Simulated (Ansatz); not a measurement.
## SrSO4, space group F-43m: a phonon calculation by linear response, step by step

Program: the Ansatz DFT code, driven from Python.

Run as a notebook:

In [1]:
```python
from pathlib import Path
import warnings

import ansatz as az
import numpy as np
```

In [2]:
```python
warnings.simplefilter('ignore', az.DeckWarning)
```

In [3]:
```python
vectors = np.array([
    [0.0, 3.611578, 3.611578],
    [3.611578, 0.0, 3.611578],
    [3.611578, 3.611578, 0.0],
])
srso4 = (
    az.Lattice.of(vectors)
    .atom('Sr', [0.5, 0.5, 0.5])
    .atom('S', [0.0, 0.0, 0.0])
    .atom('O', [0.881057, 0.881057, 0.881057])
    .atom('O', [0.356829, 0.881057, 0.881057])
    .atom('O', [0.881057, 0.356829, 0.881057])
    .atom('O', [0.881057, 0.881057, 0.356829])
)
```

In [4]:
```python
calc = (
    srso4.calculation()
    .functional('lda')
    .occupations('Fixed')
    .basis(21 * az.Ha)
    .kpoints(4, 4, 4)
    .phonons('dfpt', dielectric=True, lo_to_directions=[(1, 1, 1)])
)
out = calc.run(threads=1, pin='off', runs_dir='runs')
ph = out.phonons
```

In [5]:
```python
print('Gamma modes (1/cm):', ' '.join(f'{w:.1f}' for w in ph.gamma_omega_inv_cm))
print('in meV:', ' '.join(f'{w * 0.1239842:.2f}' for w in ph.gamma_omega_inv_cm))
field = out.phonons_dielectric
print('eps_inf diagonal:', np.round(np.diag(field.eps_inf), 3))
for site, z in zip(out.lattice.sites, field.zstar_e):
    print(f'Born charge {site.symbol:2s}', np.round(np.diag(z), 3) + 0.0)
rows = (Path(out.output_folder) / 'results' / 'optical_modes.tsv').read_text().splitlines()
for line in rows:
    if not line.startswith('#'):
        print('  '.join(f'{float(v):.3f}' for v in line.split()[:8]))
```
```text
Gamma modes (1/cm): -189.2 -189.2 -189.2 -73.4 -73.4 -73.4 0.0 0.0 0.0 413.1 413.1 588.9 588.9 588.9 965.7 1082.8 1082.8 1082.8
in meV: -23.46 -23.46 -23.46 -9.10 -9.10 -9.10 0.00 0.00 0.00 51.22 51.22 73.01 73.01 73.01 119.73 134.25 134.25 134.25
eps_inf diagonal: [2.625 2.625 2.625]
Born charge Sr [2.579 2.579 2.579]
Born charge S  [3.247 3.247 3.247]
Born charge O  [-1.456 -1.456 -1.456]
Born charge O  [-1.456 -1.456 -1.456]
Born charge O  [-1.456 -1.456 -1.456]
Born charge O  [-1.456 -1.456 -1.456]
0.000  0.000  0.000  -189.235  3.000  0.000  0.000  0.000
0.000  0.000  0.000  -73.364  3.000  11.345  0.164  0.000
0.000  0.000  0.000  413.147  2.000  0.000  0.000  0.000
0.000  0.000  0.000  588.875  3.000  7.164  0.104  -0.000
0.000  0.000  0.000  965.725  1.000  0.000  0.000  -0.000
0.000  0.000  0.000  1082.760  3.000  49.927  0.721  -0.000
0.577  0.577  0.577  -189.235  3.000  0.000  0.000  -0.000
0.577  0.577  0.577  -73.364  2.000  7.563  0.109  -0.055
0.577  0.577  0.577  148.556  1.000  2.660  0.038  0.038
0.577  0.577  0.577  413.147  2.000  0.000  0.000  0.000
0.577  0.577  0.577  588.875  2.000  4.776  0.069  -0.035
0.577  0.577  0.577  604.706  1.000  1.994  0.029  0.029
0.577  0.577  0.577  965.725  1.000  0.000  0.000  0.000
0.577  0.577  0.577  1082.760  2.000  33.284  0.481  -0.240
0.577  0.577  0.577  1150.121  1.000  18.158  0.262  0.262
```

Notes:
- Total energies depend on the potentials; only differences at equal settings carry meaning. A total without «per atom» is that of the whole cell that was run.
- The cell isn't relaxed first, so the values belong to this volume.
- A negative frequency stands for an imaginary mode.
- The structure comes from a database of computed cells and needn't be a stable or known phase.
- The structure is taken as given; imaginary modes can come from an unrelaxed or unstable start.
- The script silences the warnings on its input, which a real study should read.
- Run time: 54 s on 1 thread of Intel(R) Xeon(R) 6975P-C (Granite Rapids) (shared host), peak memory 0.82 GiB.
